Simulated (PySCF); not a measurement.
# Cl²⁺: dipole response in dyall-av3z

How polarisable is Cl²⁺ at the levels listed below?

Method: unrestricted determinants in a Gaussian basis, no spin-orbit coupling in the energies. Code: PySCF 2.14.0.

## Step 1: Starting point

| Quantity | Value |
| --- | --- |
| Element | chlorine (Z = 17) |
| Basis | dyall-av3z (19s12p3d2f, 84 functions) |
| Hamiltonian | the non-relativistic Hamiltonian (point nucleus) |
| State 1 | Cl²⁺: [Ne] 3s2 3p3, high-spin 4S determinant |
| Methods | UHF, PBE, PBE0, LC-wPBE, MN15 |

Outer shells as boxes (Hund's rule):

Cl2+ [Ne] 3s2 3p3
```
[Ne] core
3s [↑↓]
3p [↑ ][↑ ][↑ ]
```

One driver process ran all states and methods and kept the integrals in memory. Each run is shown as a PySCF script that sums up its settings (the driver passes frozen orbitals as a list and adds second-order terms of double hybrids); the logs are those of the runs themselves. The driver starts from symmetry-adapted Hartree-Fock orbitals, holds the occupation by maximum overlap and uses a logarithmic radial grid for functionals, so a plain start would take other cycles.

The integrals over 84 functions and the set-up took 0.35 s of CPU time.

## Step 2: Cl²⁺

#### UHF

Contents of input.py:

```python
from pyscf import gto, scf, dft, mp, cc
import basis_set_exchange as bse
mol = gto.M(atom="Cl 0 0 0", charge=2, spin=3, symmetry="D2h",
            basis=gto.basis.parse(bse.get_basis("dyall-av3z", elements=["Cl"], fmt="nwchem")))
mf = scf.UHF(mol)
mf.irrep_nelec = {'Ag': (3, 3), 'B1u': (2, 1), 'B2u': (2, 1), 'B3u': (2, 1)}
mf.kernel()
```

The program printed:

```text
damping factor = 0
level_shift factor = 0
DIIS = <class 'pyscf.scf.diis.CDIIS'>
diis_start_cycle = 1
diis_space = 10
diis_damp = 0
SCF conv_tol = 1e-09
SCF conv_tol_grad = None
number electrons alpha = 9  beta = 6
cycle= 1 E= -458.226832846552  delta_E= -6.59e-10  |g|= 9.62e-06  |ddm|= 4.86e-05
converged SCF energy = -458.226832846552  <S^2> = 3.7508989  2S+1 = 4.0004494
```

CPU time 5.9 s on a shared host, the integrals not counted.

The occupied shells:

```
shell  electrons  mean orbital energy (eV)  spread (eV)  rms radius (bohr)
 1s α          1                   -2882.9            0              0.106
 1s β          1                   -2881.7            0              0.106
 2s α          1                   -316.76            0              0.480
 2s β          1                   -315.64            0              0.480
 2p α          3                   -248.16            0              0.451
 2p β          3                   -246.07            0              0.451
 3s α          1                   -57.517            0               1.56
 3s β          1                   -46.567            0               1.56
 3p α          3                   -39.702            0               1.72
```

⟨S²⟩ = 3.751, ⟨L²⟩ = 0.00.

The driver then solved the coupled dipole response at imaginary frequencies: mean α = 5.942 bohr³, C₆ = 21.17 au for a like pair.

#### PBE

input.py differs from the last one in:

```diff
@@ -4,3 +4,3 @@
             basis=gto.basis.parse(bse.get_basis("dyall-av3z", elements=["Cl"], fmt="nwchem")))
-mf = scf.UHF(mol)
+mf = dft.UKS(mol, xc="PBE")
 mf.irrep_nelec = {'Ag': (3, 3), 'B1u': (2, 1), 'B2u': (2, 1), 'B3u': (2, 1)}
```

The program printed:

```text
damping factor = 0
level_shift factor = 0
DIIS = <class 'pyscf.scf.diis.CDIIS'>
diis_start_cycle = 1
diis_space = 10
diis_damp = 0
SCF conv_tol = 1e-09
SCF conv_tol_grad = None
number electrons alpha = 9  beta = 6
XC functionals = PBE
    J. P. Perdew, K. Burke, and M. Ernzerhof.,  Phys. Rev. Lett. 77, 3865 (1996)
    J. P. Perdew, K. Burke, and M. Ernzerhof.,  Phys. Rev. Lett. 78, 1396 (1997)
    J. P. Perdew, K. Burke, and M. Ernzerhof.,  Phys. Rev. Lett. 77, 3865 (1996)
    J. P. Perdew, K. Burke, and M. Ernzerhof.,  Phys. Rev. Lett. 78, 1396 (1997)
cycle= 1 E= -458.620995511323  delta_E= -0.00919  |g|= 0.0145  |ddm|= 0.119
cycle= 2 E= -458.621020674232  delta_E= -2.52e-05  |g|= 0.00298  |ddm|= 0.0105
cycle= 3 E= -458.621021893951  delta_E= -1.22e-06  |g|= 0.000165  |ddm|= 0.00197
cycle= 4 E= -458.621021899528  delta_E= -5.58e-09  |g|= 8.34e-05  |ddm|= 0.000167
cycle= 5 E= -458.621021900514  delta_E= -9.86e-10  |g|= 1.69e-06  |ddm|= 4.48e-05
converged SCF energy = -458.621021900514  <S^2> = 3.7503264  2S+1 = 4.0001632
```

It used 3 s of CPU time after the integrals (shared host).

The driver then solved the coupled dipole response at imaginary frequencies: mean α = 5.835 bohr³, C₆ = 20.82 au for a like pair.

#### PBE0

input.py differs from the last one in:

```diff
@@ -4,3 +4,3 @@
             basis=gto.basis.parse(bse.get_basis("dyall-av3z", elements=["Cl"], fmt="nwchem")))
-mf = dft.UKS(mol, xc="PBE")
+mf = dft.UKS(mol, xc="PBE0")
 mf.irrep_nelec = {'Ag': (3, 3), 'B1u': (2, 1), 'B2u': (2, 1), 'B3u': (2, 1)}
```

The program printed:

```text
damping factor = 0
level_shift factor = 0
DIIS = <class 'pyscf.scf.diis.CDIIS'>
diis_start_cycle = 1
diis_space = 10
diis_damp = 0
SCF conv_tol = 1e-09
SCF conv_tol_grad = None
number electrons alpha = 9  beta = 6
XC functionals = PBE0
    C. Adamo and V. Barone.,  J. Chem. Phys. 110, 6158 (1999)
    M. Ernzerhof and G. E. Scuseria.,  J. Chem. Phys. 110, 5029 (1999)
cycle= 1 E= -458.659252300328  delta_E= -0.00502  |g|= 0.0101  |ddm|= 0.0922
cycle= 2 E= -458.659261028494  delta_E= -8.73e-06  |g|= 0.000975  |ddm|= 0.00501
cycle= 3 E= -458.659261163549  delta_E= -1.35e-07  |g|= 7.67e-05  |ddm|= 0.000796
cycle= 4 E= -458.659261165544  delta_E= -1.99e-09  |g|= 2.67e-05  |ddm|= 7.68e-05
cycle= 5 E= -458.659261165619  delta_E= -7.51e-11  |g|= 3.11e-06  |ddm|= 1.41e-05
converged SCF energy = -458.659261165619  <S^2> = 3.7503621  2S+1 = 4.0001811
```

CPU time 7.4 s on a shared host, the integrals not counted.

The driver then solved the coupled dipole response at imaginary frequencies: mean α = 5.825 bohr³, C₆ = 20.75 au for a like pair.

#### LC-wPBE

input.py differs from the last one in:

```diff
@@ -4,3 +4,3 @@
             basis=gto.basis.parse(bse.get_basis("dyall-av3z", elements=["Cl"], fmt="nwchem")))
-mf = dft.UKS(mol, xc="PBE0")
+mf = dft.UKS(mol, xc="LC_WPBE")
 mf.irrep_nelec = {'Ag': (3, 3), 'B1u': (2, 1), 'B2u': (2, 1), 'B3u': (2, 1)}
```

The program printed:

```text
damping factor = 0
level_shift factor = 0
DIIS = <class 'pyscf.scf.diis.CDIIS'>
diis_start_cycle = 1
diis_space = 10
diis_damp = 0
SCF conv_tol = 1e-09
SCF conv_tol_grad = None
number electrons alpha = 9  beta = 6
XC functionals = LC_WPBE
    O. A. Vydrov and G. E. Scuseria.,  J. Chem. Phys. 125, 234109 (2006)
cycle= 1 E= -458.679416263926  delta_E= -0.00931  |g|= 0.0175  |ddm|= 0.114
cycle= 2 E= -458.679441573176  delta_E= -2.53e-05  |g|= 0.00407  |ddm|= 0.00857
cycle= 3 E= -458.679442904175  delta_E= -1.33e-06  |g|= 0.000759  |ddm|= 0.00142
cycle= 4 E= -458.679442993681  delta_E= -8.95e-08  |g|= 7.11e-05  |ddm|= 0.000574
cycle= 5 E= -458.679442997477  delta_E= -3.8e-09  |g|= 3.53e-06  |ddm|= 0.00016
cycle= 6 E= -458.679442997485  delta_E= -8.41e-12  |g|= 3.19e-07  |ddm|= 7.04e-06
converged SCF energy = -458.679442997485  <S^2> = 3.7501465  2S+1 = 4.0000733
```

CPU time 7.9 s on a shared host, the integrals not counted.

The driver then solved the coupled dipole response at imaginary frequencies: mean α = 5.816 bohr³, C₆ = 20.68 au for a like pair.

#### MN15

input.py differs from the last one in:

```diff
@@ -4,3 +4,3 @@
             basis=gto.basis.parse(bse.get_basis("dyall-av3z", elements=["Cl"], fmt="nwchem")))
-mf = dft.UKS(mol, xc="LC_WPBE")
+mf = dft.UKS(mol, xc="MN15")
 mf.irrep_nelec = {'Ag': (3, 3), 'B1u': (2, 1), 'B2u': (2, 1), 'B3u': (2, 1)}
```

The program printed:

```text
damping factor = 0
level_shift factor = 0
DIIS = <class 'pyscf.scf.diis.CDIIS'>
diis_start_cycle = 1
diis_space = 10
diis_damp = 0
SCF conv_tol = 1e-09
SCF conv_tol_grad = None
number electrons alpha = 9  beta = 6
XC functionals = MN15
    H. S. Yu, X. He, S. L. Li, and D. G. Truhlar.,  Chem. Sci. 7, 5032-5051 (2016)
    H. S. Yu, X. He, S. L. Li, and D. G. Truhlar.,  Chem. Sci. 7, 5032-5051 (2016)
cycle= 1 E= -458.823272737985  delta_E= -0.15  |g|= 3.04  |ddm|=  0.2
cycle= 2 E= -458.824917023225  delta_E= -0.00164  |g|= 0.359  |ddm|= 0.024
cycle= 3 E= -458.824959173147  delta_E= -4.21e-05  |g|= 0.00793  |ddm|= 0.00392
cycle= 4 E= -458.824961017385  delta_E= -1.84e-06  |g|= 0.00145  |ddm|= 0.00126
cycle= 5 E= -458.824961109809  delta_E= -9.24e-08  |g|= 3.07e-05  |ddm|= 0.000267
cycle= 6 E= -458.824961109874  delta_E= -6.44e-11  |g|= 2e-06  |ddm|= 2.01e-05
converged SCF energy = -458.824961109874  <S^2> = 3.7501383  2S+1 = 4.0000691
```

CPU time 15 s on a shared host, the integrals not counted.

The driver then solved the coupled dipole response at imaginary frequencies: mean α = 5.892 bohr³, C₆ = 20.22 au for a like pair.

Radial density 4πr²ρ of Cl²⁺ at UHF:

```
r (bohr)   density  spin density
 0.00143    0.0791         0.000
 0.00241     0.217         0.000
 0.00405     0.580         0.000
 0.00682      1.49         0.000
  0.0115      3.61         0.000
  0.0193      7.83         0.001
  0.0324      14.2         0.005
  0.0546      19.3         0.028
  0.0918      17.3         0.121
   0.154      13.2         0.358
   0.260      18.2         0.521
   0.437      15.5         0.082
   0.735      4.42         0.443
    1.24      3.96         2.172
    2.08      1.71         1.105
    3.50    0.0788         0.059
    5.88  0.000173         0.000
```

## Step 3: Polarisabilities and C₆

Cl²⁺, in atomic units:

```
 method  mean α  C₆ (like pair)  S(−4)
    UHF   5.942           21.17  11.44
    PBE   5.835           20.82  9.997
   PBE0   5.825           20.75  10.09
LC-wPBE   5.816           20.68  10.14
   MN15   5.892           20.22  11.98
```

α(iu) at MN15:

```
u (hartree)  α(iu) (bohr³)
          0          5.892
     0.0500          5.862
      0.100          5.775
      0.200          5.465
      0.300          5.038
      0.500          4.087
      0.750          3.036
       1.00          2.256
       1.50          1.323
       2.00         0.8521
       3.00         0.4362
       5.00         0.1825
```

## Step 4: Results

| quantity | value |
| --- | --- |
| α of Cl²⁺ | 5.816 (LC-wPBE) to 5.942 (UHF) bohr³ |

**Reading.** A single London oscillator with the computed α and C₆ of Cl²⁺ at UHF would have ω = 4 C₆ / (3 α²) = 0.800 hartree. All values hold for this basis alone; no basis-set limit was taken.
